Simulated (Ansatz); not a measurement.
Working through an atomisation energy of C₂H₅FGe, SMILES C=[C](F)[GeH3]

Program: Ansatz 0.2.0, Python API.

The script reads `c2h5fge.xyz`:
```text
9

C     0.52520    1.26040   -0.67700
C     0.69970    0.06830   -0.24130
F     1.90520   -0.47980   -0.37990
Ge   -0.63190   -0.93170    0.58380
H     1.27820    1.86480   -1.17260
H    -0.50520    1.77460   -0.59610
H    -1.84260   -1.12140   -0.41660
H    -0.12540   -2.31480    1.00280
H    -1.21480   -0.16680    1.88000
```

Run as a notebook:

```python
from collections import Counter

import ansatz as az
```

```python
def energy_of(molecule, charge=0, unpaired=0):
    calc = (
        molecule.calculation()
        .basis(gaussian="def2-SVP")
        .functional("PBE0")
    )
    if charge:
        calc = calc.charge(charge)
    if unpaired:
        calc = calc.spin("collinear", total=unpaired)
    report = calc.run(threads=1, pin="off").report
    if report["published_state_doubts"]:
        print("  doubts:", report["published_state_doubts"])
    return report["free_energy_ev"]
```

```python
system = az.Crystal.molecule_from_extxyz("c2h5fge.xyz")

unpaired = {"C": 2, "F": 1, "Ge": 2, "H": 1}
counts = Counter(site.symbol for site in system.cartesian_sites)
atom_energy = {s: energy_of(az.Crystal.molecule().atom(s, (0, 0, 0)), 0, unpaired[s]) for s in counts}
whole = energy_of(system, 0, 0)
for s, e in atom_energy.items():
    print(f"{s:2s} x{counts[s]}  {e:14.5f} eV")
print(f"C2H5FGe: {whole:.5f} eV")
split = sum(counts[s] * e for s, e in atom_energy.items()) - whole
print(f"atomisation energy (no zero-point term): {split:.3f} eV, {split / sum(counts.values()):.3f} eV an atom")
```

    C  x2     -1027.52001 eV
    F  x1     -2708.86787 eV
    Ge x1    -56501.58830 eV
    H  x5       -13.61361 eV
    C2H5FGe: -61365.86116 eV
    atomisation energy (no zero-point term): 32.297 eV, 3.589 eV an atom

32.297 eV from the electronic energies, without the zero-point term.

Reading the output:
- The settings weren't tested for convergence.
- The geometry is a force-field or estimated start, not a minimum of this method, and the basis set is short of its limit. All parts are taken at fixed geometry, without zero-point energy.
- Hardware and time: 3.6 s on 1 thread of Arm Neoverse V2 (shared host), peak memory 0.26 GiB.

(Lines on the test bed's own set-up are left out of the output.)
